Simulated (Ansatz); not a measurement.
# Cu+ with Cl2: superposition error and deformation

Aim: split the binding of a pair into the counterpoise interaction, the basis-set superposition error and the cost of deforming the fragments.

The runs use Ansatz 0.2.0, Gaussian basis; PBE0-D4 structures, single points in def2-TZVPPD.

Levels: PBE-D4, revPBE-D4, BLYP-D4, r2SCAN-D4, B97M-V, PBE0-D4, B3LYP-D4, HSE06-D4, wB97X-V, wB97M-V, B2PLYP, Hartree-Fock, MP2, CCSD, CCSD(T).

Correlated methods freeze the cores. The 3s and 3p shells of Cu and Zn are frozen; filled d shells are correlated. B3LYP uses VWN-RPA correlation. B2PLYP carries no dispersion term here.

129 further runs of the same task are left out: 129 set aside as unsound or not needed.

### Step 1. The starting structure

The relaxed pair: 3 atoms, charge 1, spin multiplicity 1.

Atoms are counted from 1 here; the program's logs count them from 0.

Bond lengths: Cu1–Cl3 2.233 Å, Cl2–Cl3 1.993 Å. Angles: Cu1–Cl3–Cl2 103.7°.

Geometry (Å):

```xyz
3

Cu    0.10279   -0.83623   -1.55480
Cl    0.00267   -0.02175    1.66984
Cl   -0.10546    0.85798   -0.11514
```

Atoms 1 to 1 are fragment A (Cu+), the rest fragment B (Cl2). From earlier runs, pair energy (eV) and counterpoise interaction (kcal/mol):

```csv
method,E(pair),interaction
PBE-D4,-69661.78083,-33.30
revPBE-D4,-69671.49691,-30.12
BLYP-D4,-69681.28198,-32.46
r2SCAN-D4,-69676.26625,-32.67
B97M-V,-69662.46022,-30.78
PBE0-D4,-69663.71466,-26.82
B3LYP-D4,-69680.67257,-27.69
HSE06-D4,-69663.23583,-26.75
wB97X-V,-69670.38018,-24.55
wB97M-V,-69674.96553,-24.57
B2PLYP,-69663.91083,-23.99
Hartree-Fock,-69598.18493,-9.17
MP2,-69621.36608,-20.83
CCSD(T),-69621.51489,-19.46
```

First each fragment is run alone in its own basis, frozen in the shape it has in the pair (a, b).

### Step 2. wB97X-V/def2-TZVPPD

a/in.yaml

```yaml
crystal:
  periodic: [false, false, false]
  atoms:
    - {symbol: Cu, position_ang: [0.102792, -0.836229, -1.554801]}
basis:
  gaussian: {orbitals: "def2-TZVPPD.json"}
total_charge: 1
hamiltonian: {xc: {name: wB97X-V}}
```

b/in.yaml

```yaml
crystal:
  periodic: [false, false, false]
  atoms:
    - {symbol: Cl, position_ang: [0.002671, -0.021754, 1.669844]}
    - {symbol: Cl, position_ang: [-0.105463, 0.857983, -0.115143]}
basis:
  gaussian: {orbitals: "def2-TZVPPD.json"}
hamiltonian: {xc: {name: wB97X-V}}
```

The basis file named in the input lies beside it (Basis Set Exchange, JSON).

Each run has its own folder and the same command.

Run with:

```
> ansatz run in.yaml --threads 2 --pin off --events-out ev --progress --plain --max-ram 5222MiB
```

Output in a:

```text
Functional definition: wB97X-V
  name "wB97X-V"
  cite "Mardirossian & Head-Gordon, Phys. Chem. Chem. Phys. 16, 9904 (2014) doi:10.1039/C3CP54374A"
  cite "Becke, J. Chem. Phys. 107, 8554 (1997) doi:10.1063/1.475007"
  cite "Vydrov & Van Voorhis, J. Chem. Phys. 133, 244103 (2010) doi:10.1063/1.3521275"
  parameter omega = 0.3/bohr
  parameter cx = 0.167
  parameter cx1 = 0.603
  parameter cx2 = 1.194
  parameter css0 = 0.556
  parameter css1 = -0.257
  parameter cos0 = 1.219
  parameter cos1 = -1.850
  parameter b = 6.0
  parameter c = 0.01
  exchange = spin_sum(e_x_unif_sr(omega)*poly(b97_u_x, 1 - cx, cx1, cx2)) + cx*exact_x_sr(omega) + exact_x_lr(omega)
  correlation = spin_sum(e_c_pw_same_spin*poly(b97_u_same, css0, css1))
      + integral(e_c_pw_opposite_spin*poly(b97_u_opposite, cos0, cos1)) + vv10(b, c)
553 factors; their error is unknown
76 factors; integrals over basis functions are off by at most 9.5e-5 eV
mean field evaluation 1: about -44597.6896 eV, gradient 2.1e2 eV
mean field evaluation 2: about -43801.8921 eV, gradient 6.3e2 eV
mean field evaluation 4: about -44626.8768 eV, gradient 4.0e1 eV
mean field evaluation 8: about -44627.9285 eV, gradient 4.9e-2 eV
mean field evaluation 16: about -44627.9285 eV, gradient 1.9e-6 eV
mean field -44627.92849594 eV, -1640.0461223294 hartree, gradient 1.9e-6 eV, S^2 0.000000; 0 other end points of the search recorded, 0 dependent functions left out
reference -44627.92849436 eV, -1640.0461222712 hartree; 14, 14 occupied and 53, 53 virtual orbitals, 553 factors
Total energy: -44627.92849436 eV, -1640.0461222712 hartree
```

Output in b (excerpt; [...] marks lines left out):

```text
[... 5 set-up lines as earlier in the session ...]
[...]
      + integral(e_c_pw_opposite_spin*poly(b97_u_opposite, cos0, cos1)) + vv10(b, c)
654 factors; their error is unknown
114 factors; integrals over basis functions are off by at most 7.8e-5 eV
[...]
mean field -25041.37161689 eV, -920.2534332692 hartree, gradient 2.2e-5 eV, S^2 0.000000; 0 other end points of the search recorded, 0 dependent functions left out
reference -25041.37161435 eV, -920.2534331759 hartree; 17, 17 occupied and 85, 85 virtual orbitals, 654 factors
Total energy: -25041.37161435 eV, -920.2534331759 hartree
```

Times: 1.2 s (a), 2 s (b) on 2 threads of Arm Neoverse V1, shared host.

### Step 3. wB97M-V/def2-TZVPPD

The same edit goes into each in.yaml of step 2 (a, b):

```diff
-hamiltonian: {xc: {name: wB97X-V}}
+hamiltonian: {xc: {name: wB97M-V}}
```

Each run has its own folder and the same command.

Run with:

```
> ansatz run in.yaml --threads 2 --pin off --events-out ev --progress --plain --max-ram 5222MiB
```

Output in a (excerpt; [...] marks lines left out):

```text
Functional definition: wB97M-V
  name "wB97M-V"
  cite "Mardirossian & Head-Gordon, J. Chem. Phys. 144, 214110 (2016) doi:10.1063/1.4952647"
[... 2 set-up lines as earlier in the session ...]
  # Of w^i u^j: cxij and so on, Table III.
[...]
  gx(w, u) = 1 - cx + cx01*u + cx10*w
  gss(w, u) = css00 + css04*u^4 + css10*w + css20*w^2 + css43*w^4*u^3
  gos(w, u) = cos00 + cos10*w + (cos20 + cos21*u)*w^2 + (cos60 + cos61*u)*w^6
[...]
      + integral(e_c_pw_mod_opposite_spin*gos(b97_w_opposite, b97_u_opposite)) + vv10(b, c)
553 factors; their error is unknown
76 factors; integrals over basis functions are off by at most 9.5e-5 eV
[...]
mean field -44629.92506620 eV, -1640.1194949330 hartree, gradient 5.5e-5 eV, S^2 0.000000; 0 other end points of the search recorded, 0 dependent functions left out
reference -44629.92510464 eV, -1640.1194963458 hartree; 14, 14 occupied and 53, 53 virtual orbitals, 553 factors
Total energy: -44629.92510464 eV, -1640.1194963458 hartree
```

b printed (excerpt; [...] marks lines left out):

```text
[... 5 set-up lines as earlier in the session ...]
  # Of w^i u^j: cxij and so on, Table III.
[...]
  gx(w, u) = 1 - cx + cx01*u + cx10*w
  gss(w, u) = css00 + css04*u^4 + css10*w + css20*w^2 + css43*w^4*u^3
  gos(w, u) = cos00 + cos10*w + (cos20 + cos21*u)*w^2 + (cos60 + cos61*u)*w^6
[...]
      + integral(e_c_pw_mod_opposite_spin*gos(b97_w_opposite, b97_u_opposite)) + vv10(b, c)
654 factors; their error is unknown
114 factors; integrals over basis functions are off by at most 7.8e-5 eV
[...]
mean field -25043.96078168 eV, -920.3485833203 hartree, gradient 1.7e-5 eV, S^2 0.000000; 0 other end points of the search recorded, 0 dependent functions left out
reference -25043.96084812 eV, -920.3485857622 hartree; 17, 17 occupied and 85, 85 virtual orbitals, 654 factors
Total energy: -25043.96084812 eV, -920.3485857622 hartree
```

Wall times: 1.6 s (a), 2.6 s (b) on 2 threads of Arm Neoverse V1, shared host.

### Step 4. B2PLYP/def2-TZVPPD

Edit a/in.yaml of step 3 so:

```diff
@@ -7,2 +7,3 @@
 total_charge: 1
-hamiltonian: {xc: {name: wB97M-V}}
+hamiltonian: {xc: {name: B2PLYP}}
+correlation: {frozen_orbitals: {Cu: 9}}
```

Edit b/in.yaml of step 3 so:

```diff
@@ -7,2 +7,2 @@
   gaussian: {orbitals: "def2-TZVPPD.json"}
-hamiltonian: {xc: {name: wB97M-V}}
+hamiltonian: {xc: {name: B2PLYP}}
```

Each run has its own folder and the same command.

Run with:

```
> ansatz run in.yaml --threads 2 --pin off --events-out ev --progress --plain --max-ram 5222MiB
```

Log of a (excerpt; [...] marks lines left out):

```text
Functional definition: B2PLYP
  name "B2PLYP"
  cite "Grimme, J. Chem. Phys. 124, 034108 (2006) doi:10.1063/1.2148954"
  cite "Becke, Phys. Rev. A 38, 3098 (1988) doi:10.1103/PhysRevA.38.3098"
  cite "Lee, Yang & Parr, Phys. Rev. B 37, 785 (1988) doi:10.1103/PhysRevB.37.785"
[...]
466 factors; integrals over basis functions are off by at most 1.4e-4 eV
[...]
mean field -44620.83074562 eV, -1639.7852848161 hartree, gradient 3.5e-6 eV, S^2 0.000000; 0 other end points of the search recorded, 0 dependent functions left out
9 core orbitals not correlated: weight in the atoms' cores, before any rotation towards them, 1.000 or more for the frozen orbitals, at most 0.000 for the correlated occupied ones
reference -44620.83084023 eV, -1639.7852882931 hartree; 5, 5 occupied and 53, 53 virtual orbitals, 466 factors
second order -14.37753326 eV of doubles, -0.00000000 eV of singles
Total energy: -44624.71277421 eV, -1639.9279467357 hartree
```

Output in b (excerpt; [...] marks lines left out):

```text
[... 5 set-up lines as earlier in the session ...]
[...]
597 factors; integrals over basis functions are off by at most 9.7e-4 eV
[...]
mean field -25034.68746678 eV, -920.0077952837 hartree, gradient 2.0e-6 eV, S^2 0.000000; 0 other end points of the search recorded, 0 dependent functions left out
10 core orbitals not correlated: weight in the atoms' cores, before any rotation towards them, 1.000 or more for the frozen orbitals, at most 0.000 for the correlated occupied ones
reference -25034.68760780 eV, -920.0078004658 hartree; 7, 7 occupied and 85, 85 virtual orbitals, 597 factors
second order -12.73472103 eV of doubles, -0.00000000 eV of singles
Total energy: -25038.12598247 eV, -920.1341584046 hartree
```

Times: 0.95 s (a), 1.3 s (b) on 2 threads of Arm Neoverse V1, shared host.

### Step 5. B97M-V/def2-TZVPPD

Edit a/in.yaml of step 4 so:

```diff
@@ -7,3 +7,2 @@
 total_charge: 1
-hamiltonian: {xc: {name: B2PLYP}}
-correlation: {frozen_orbitals: {Cu: 9}}
+hamiltonian: {xc: {name: B97M-V}}
```

Edit b/in.yaml of step 4 so:

```diff
@@ -7,2 +7,2 @@
   gaussian: {orbitals: "def2-TZVPPD.json"}
-hamiltonian: {xc: {name: B2PLYP}}
+hamiltonian: {xc: {name: B97M-V}}
```

Each run has its own folder and the same command.

Run with:

```
> ansatz run in.yaml --threads 2 --pin off --events-out ev --progress --plain --max-ram 5222MiB
```

Output in a (excerpt; [...] marks lines left out):

```text
Functional definition: B97M-V
  name "B97M-V"
  cite "Mardirossian & Head-Gordon, J. Chem. Phys. 142, 074111 (2015) doi:10.1063/1.4907719"
[... 2 set-up lines as earlier in the session ...]
  # Of w^i u^j: cxij and so on, Table III.
[...]
  gx(w, u) = cx00 + cx01*u + cx02*u^2 + (cx10 + cx11*u)*w
  gss(w, u) = css00 + css02*u^2 + css10*w + (css32*w^3 + css42*w^4)*u^2
  gos(w, u) = cos00 + cos01*u + cos03*u^3 + cos10*w + cos32*w^3*u^2
[...]
      + integral(e_c_pw_mod_opposite_spin*gos(b97_w_opposite, b97_u_opposite)) + vv10(b, c)
509 factors; their error is unknown
[...]
mean field -44622.55542175 eV, -1639.8486654948 hartree, gradient 5.7e-5 eV, S^2 0.000000; 0 other end points of the search recorded, 0 dependent functions left out
reference -44622.55546930 eV, -1639.8486672424 hartree; 14, 14 occupied and 53, 53 virtual orbitals, 509 factors
Total energy: -44622.55546930 eV, -1639.8486672424 hartree
```

Output in b (excerpt; [...] marks lines left out):

```text
[... 5 set-up lines as earlier in the session ...]
  # Of w^i u^j: cxij and so on, Table III.
[...]
  gx(w, u) = cx00 + cx01*u + cx02*u^2 + (cx10 + cx11*u)*w
  gss(w, u) = css00 + css02*u^2 + css10*w + (css32*w^3 + css42*w^4)*u^2
  gos(w, u) = cos00 + cos01*u + cos03*u^3 + cos10*w + cos32*w^3*u^2
[...]
      + integral(e_c_pw_mod_opposite_spin*gos(b97_w_opposite, b97_u_opposite)) + vv10(b, c)
648 factors; their error is unknown
[...]
mean field -25038.55656395 eV, -920.1499819819 hartree, gradient 5.8e-5 eV, S^2 0.000000; 0 other end points of the search recorded, 0 dependent functions left out
reference -25038.55664379 eV, -920.1499849162 hartree; 17, 17 occupied and 85, 85 virtual orbitals, 648 factors
Total energy: -25038.55664379 eV, -920.1499849162 hartree
```

They took 1.4 s (a), 2.1 s (b) on 2 threads of Arm Neoverse V1, shared host.

### Step 6. CCSD(T)/def2-TZVPPD

Edit a/in.yaml of step 5 so:

```diff
@@ -7,2 +7,2 @@
 total_charge: 1
-hamiltonian: {xc: {name: B97M-V}}
+correlation: {method: ccsd_t, frozen_orbitals: {Cu: 9}}
```

Edit b/in.yaml of step 5 so:

```diff
@@ -7,2 +7,2 @@
   gaussian: {orbitals: "def2-TZVPPD.json"}
-hamiltonian: {xc: {name: B97M-V}}
+correlation: {method: ccsd_t}
```

One command serves all of them, each in its own folder.

Run with:

```
> ansatz run in.yaml --threads 2 --pin off --events-out ev --progress --plain --max-ram 5222MiB
```

a printed (excerpt; [...] marks lines left out):

```text
Functional definition: HF
  name "HF"
  cite "Fock, Z. Phys. 61, 126 (1930) doi:10.1007/BF01340294"
  parent pbe
[...]
466 factors; integrals over basis functions are off by at most 1.4e-4 eV
[...]
mean field -44590.93228105 eV, -1638.6865365090 hartree, gradient 7.8e-7 eV, S^2 0.000000; 0 other end points of the search recorded, 0 dependent functions left out
9 core orbitals not correlated: weight in the atoms' cores, before any rotation towards them, 1.000 or more for the frozen orbitals, at most 0.000 for the correlated occupied ones
reference -44590.93228105 eV, -1638.6865365090 hartree; 5, 5 occupied and 53, 53 virtual orbitals, 466 factors
second order -12.23242520 eV of doubles, -0.00000000 eV of singles
cycle   1  -10.14848868 eV  change     2.1e0 eV  update   1.1e-1
[...]
cycle   9  -10.67504320 eV  change    9.8e-6 eV  update   1.2e-6
perturbative correction -0.35026654 eV, -0.0128720579 hartree
Total energy: -44601.95759078 eV, -1639.0917091685 hartree
```

Output in b (excerpt; [...] marks lines left out):

```text
[... 4 set-up lines as earlier in the session ...]
[...]
597 factors; integrals over basis functions are off by at most 9.7e-4 eV
[...]
mean field -25006.83957770 eV, -918.9844042358 hartree, gradient 2.4e-6 eV, S^2 0.000000; 0 other end points of the search recorded, 0 dependent functions left out
10 core orbitals not correlated: weight in the atoms' cores, before any rotation towards them, 1.000 or more for the frozen orbitals, at most 0.000 for the correlated occupied ones
reference -25006.83957770 eV, -918.9844042358 hartree; 7, 7 occupied and 85, 85 virtual orbitals, 597 factors
second order -10.39543102 eV of doubles, -0.00000000 eV of singles
cycle   1  -10.99243586 eV  change   -6.0e-1 eV  update   6.3e-2
[...]
cycle   9  -11.29908994 eV  change   -5.3e-7 eV  update   5.1e-6
perturbative correction -0.50494449 eV, -0.0185563677 hartree
Total energy: -25018.64361213 eV, -919.4181945000 hartree
```

They took 1 s (a), 1.4 s (b) on 2 threads of Arm Neoverse V1, shared host.

### Step 7. Relaxing Cl2 alone

relax-b/in.yaml

```yaml
crystal:
  periodic: [false, false, false]
  atoms:
    - {symbol: Cl, position_ang: [0.002671, -0.021754, 1.669844]}
    - {symbol: Cl, position_ang: [-0.105463, 0.857983, -0.115143]}
basis:
  gaussian: {orbitals: def2-TZVP}
hamiltonian: {xc: pbe0, dispersion: d4}
relax: {f_tol: 0.005, max_steps: 200}
```

Run with:

```
> ansatz run in.yaml --threads 2 --pin off --events-out ev --progress --plain --max-ram 5222MiB
```

Output (excerpt; [...] marks lines left out):

```text
Functional definition: PBE0
  name "PBE0"
  cite "Adamo & Barone, J. Chem. Phys. 110, 6158 (1999) doi:10.1063/1.478522"
  cite "Perdew, Burke & Ernzerhof, Phys. Rev. Lett. 77, 3865 (1996) doi:10.1103/PhysRevLett.77.3865"
[... 1 set-up line as earlier in the session ...]
[...]
536 factors; their error is unknown
[...]
mean field -25036.90664780 eV, -920.0893486818 hartree, gradient 3.6e-6 eV, S^2 0.000000; 0 other end points of the search recorded, 0 dependent functions left out
[...]
reference -25036.90666697 eV, -920.0893493864 hartree; 17, 17 occupied and 57, 57 virtual orbitals, 536 factors
relax step   1: F+E_penalty+E_count = -25036.93163370 eV  Δ(F+E_penalty+E_count) = +0.000e0 eV  max|allowed force component| = 1.981e-1 eV/Å  Δτ_max = 0.0000 Å  (24 SCF iters, accepted)
[...]
relax step   2: F+E_penalty+E_count = -25036.93280843 eV  Δ(F+E_penalty+E_count) = -1.175e-3 eV  max|allowed force component| = 1.351e-4 eV/Å  Δτ_max = 0.0053 Å  (24 SCF iters, accepted)
536 factors; their error is unknown
[...]
mean field -25036.90781479 eV, -920.0893915678 hartree, gradient 8.2e-5 eV, S^2 0.000000; 1 other end points of the search recorded, 0 dependent functions left out
[...]
reference -25036.90783394 eV, -920.0893922717 hartree; 17, 17 occupied and 57, 57 virtual orbitals, 536 factors
Total energy: -25036.93282759 eV, -920.0903107713 hartree
Atom 0 at     0.002385    -0.019431     1.665130 Å, force    -0.000008     0.000067    -0.000135 eV/Å
Atom 1 at    -0.105177     0.855660    -0.110429 Å, force     0.000008    -0.000067     0.000135 eV/Å
Dipole moment:    -0.000000     0.000000    -0.000000 e Å
```

Wall time 1.6 s (2 threads of Arm Neoverse V1, shared host).

Relaxation path:

| step | energy from step 1 (eV) | largest force component (eV/Å) |
| --- | --- | --- |
| 1 | 0.0000 | 0.1981 |
| 2 | -0.0012 | 0.0001 |

The bond:

```csv
bond,before (Å),after (Å),change (Å)
Cl1–Cl2,1.993,1.982,-0.011
```

### Step 8. PBE-D4/def2-TZVPPD

free-b/in.yaml

```yaml
crystal:
  periodic: [false, false, false]
  atoms:
    - {symbol: Cl, position_ang: [0.002385, -0.019431, 1.665130]}
    - {symbol: Cl, position_ang: [-0.105177, 0.855660, -0.110429]}
basis:
  gaussian: {orbitals: "def2-TZVPPD.json"}
hamiltonian: {xc: pbe, dispersion: d4}
```

Run with:

```
> ansatz run in.yaml --threads 2 --pin off --events-out ev --progress --plain --max-ram 5222MiB
```

Output:

```text
Functional definition: PBE
  name "PBE"
[... 2 set-up lines as earlier in the session ...]
  parameter kappa = 0.804
  parameter beta = 0.06672455060314922
  exchange = pbe_x(kappa = kappa, mu = beta*pi^2/3)
  correlation = pbe_c(beta = beta)
648 factors; their error is unknown
mean field evaluation 1: about -25034.9750 eV, gradient 8.5e0 eV
mean field evaluation 2: about -25035.0636 eV, gradient 5.6e0 eV
mean field evaluation 4: about -25035.1178 eV, gradient 4.5e-1 eV
mean field evaluation 8: about -25035.1067 eV, gradient 6.5e-4 eV
mean field -25035.10665153 eV, -920.0232000389 hartree, gradient 4.2e-5 eV, S^2 0.000000; 0 other end points of the search recorded, 0 dependent functions left out
reference -25035.10670693 eV, -920.0232020749 hartree; 17, 17 occupied and 85, 85 virtual orbitals, 648 factors
Total energy: -25035.13700337 eV, -920.0243154483 hartree
```

Wall time 0.6 s (2 threads of Arm Neoverse V1, shared host).

### Step 9. r2SCAN-D4/def2-TZVPPD

Edit free-b/in.yaml of step 8 so:

```diff
@@ -7,2 +7,2 @@
   gaussian: {orbitals: "def2-TZVPPD.json"}
-hamiltonian: {xc: pbe, dispersion: d4}
+hamiltonian: {xc: r2scan, dispersion: d4}
```

Run with:

```
> ansatz run in.yaml --threads 2 --pin off --events-out ev --progress --plain --max-ram 5222MiB
```

Output:

```text
Functional definition: r2SCAN
  name "r2SCAN"
  cite "Furness, Kaplan, Ning, Perdew & Sun, J. Phys. Chem. Lett. 11, 8208 (2020) doi:10.1021/acs.jpclett.0c02405"
  cite "Furness, Kaplan, Ning, Perdew & Sun, J. Phys. Chem. Lett. 11, 9248 (2020) doi:10.1021/acs.jpclett.0c03077"
  parent r2scan
  parameter k0 = 0.174
  parameter k1 = 0.065
  parameter a1 = 4.9479
  exchange = r2scan_x(k0 = k0, k1 = k1, a1 = a1)
  correlation = r2scan_c
648 factors; their error is unknown
mean field evaluation 1: about -25043.3693 eV, gradient 7.6e0 eV
mean field evaluation 2: about -25043.4396 eV, gradient 3.6e0 eV
mean field evaluation 4: about -25043.4569 eV, gradient 1.2e-1 eV
mean field evaluation 8: about -25043.4468 eV, gradient 5.5e-3 eV
mean field -25043.44680724 eV, -920.3296951081 hartree, gradient 8.4e-6 eV, S^2 0.000000; 0 other end points of the search recorded, 0 dependent functions left out
reference -25043.44682536 eV, -920.3296957740 hartree; 17, 17 occupied and 85, 85 virtual orbitals, 648 factors
Total energy: -25043.45286054 eV, -920.3299175628 hartree
```

Wall time 1.5 s (2 threads of Arm Neoverse V1, shared host).

### Step 10. PBE0-D4/def2-TZVPPD

Edit free-b/in.yaml of step 9 so:

```diff
@@ -7,2 +7,3 @@
   gaussian: {orbitals: "def2-TZVPPD.json"}
-hamiltonian: {xc: r2scan, dispersion: d4}
+hamiltonian: {xc: pbe0, dispersion: d4}
+output: {orbitals: {seedname: orbitals}}
```

Run with:

```
> ansatz run in.yaml --threads 2 --pin off --events-out ev --progress --plain --max-ram 5222MiB
```

Output (excerpt; [...] marks lines left out):

```text
[... 5 set-up lines as earlier in the session ...]
  parameter a = 0.25
[... 2 set-up lines as earlier in the session ...]
  exchange = (1 - a)*pbe_x(kappa = kappa, mu = beta*pi^2/3) + a*exact_x
[... 1 set-up line as earlier in the session ...]
668 factors; their error is unknown
mean field evaluation 1: about -25036.7724 eV, gradient 8.5e0 eV
mean field evaluation 2: about -25036.8494 eV, gradient 4.9e0 eV
mean field evaluation 4: about -25036.8843 eV, gradient 2.7e-1 eV
mean field evaluation 8: about -25036.9562 eV, gradient 1.9e-4 eV
mean field -25036.95618844 eV, -920.0911692668 hartree, gradient 6.6e-5 eV, S^2 0.000000; 0 other end points of the search recorded, 0 dependent functions left out
reference -25036.95622753 eV, -920.0911707033 hartree; 17, 17 occupied and 85, 85 virtual orbitals, 668 factors
Total energy: -25036.98122118 eV, -920.0920892028 hartree
```

Run time: 0.8 s. Hardware: 2 threads of Arm Neoverse V1, shared host.

### Step 11. B3LYP-D4/def2-TZVPPD

Edit free-b/in.yaml of step 10 so:

```diff
@@ -7,3 +7,2 @@
   gaussian: {orbitals: "def2-TZVPPD.json"}
-hamiltonian: {xc: pbe0, dispersion: d4}
-output: {orbitals: {seedname: orbitals}}
+hamiltonian: {xc: {name: B3LYP}, dispersion: d4}
```

Run with:

```
> ansatz run in.yaml --threads 2 --pin off --events-out ev --progress --plain --max-ram 5222MiB
```

Output:

```text
Functional definition: B3LYP
  name "B3LYP"
  cite "Stephens, Devlin, Chabalowski & Frisch, J. Phys. Chem. 98, 11623 (1994) doi:10.1021/j100096a001"
[... 2 set-up lines as earlier in the session ...]
  cite "Vosko, Wilk & Nusair, Can. J. Phys. 58, 1200 (1980) doi:10.1139/p80-159"
  parameter a0 = 0.2
  parameter ax = 0.72
  parameter ac = 0.81
  exchange = (1 - a0 - ax)*slater_x + ax*b88_x + a0*exact_x
  correlation = (1 - ac)*vwn_rpa_c + ac*lyp_c
668 factors; their error is unknown
mean field evaluation 1: about -25045.8287 eV, gradient 8.7e0 eV
mean field evaluation 2: about -25045.9128 eV, gradient 5.2e0 eV
mean field evaluation 4: about -25045.9500 eV, gradient 4.1e-1 eV
mean field evaluation 8: about -25046.0046 eV, gradient 6.6e-4 eV
mean field -25046.00459760 eV, -920.4236921700 hartree, gradient 4.9e-6 eV, S^2 0.000000; 0 other end points of the search recorded, 0 dependent functions left out
reference -25046.00482595 eV, -920.4237005619 hartree; 17, 17 occupied and 85, 85 virtual orbitals, 668 factors
Total energy: -25046.05543234 eV, -920.4255603125 hartree
```

Wall time 0.9 s (2 threads of Arm Neoverse V1, shared host).

(Part 1 of 2 ends here.)
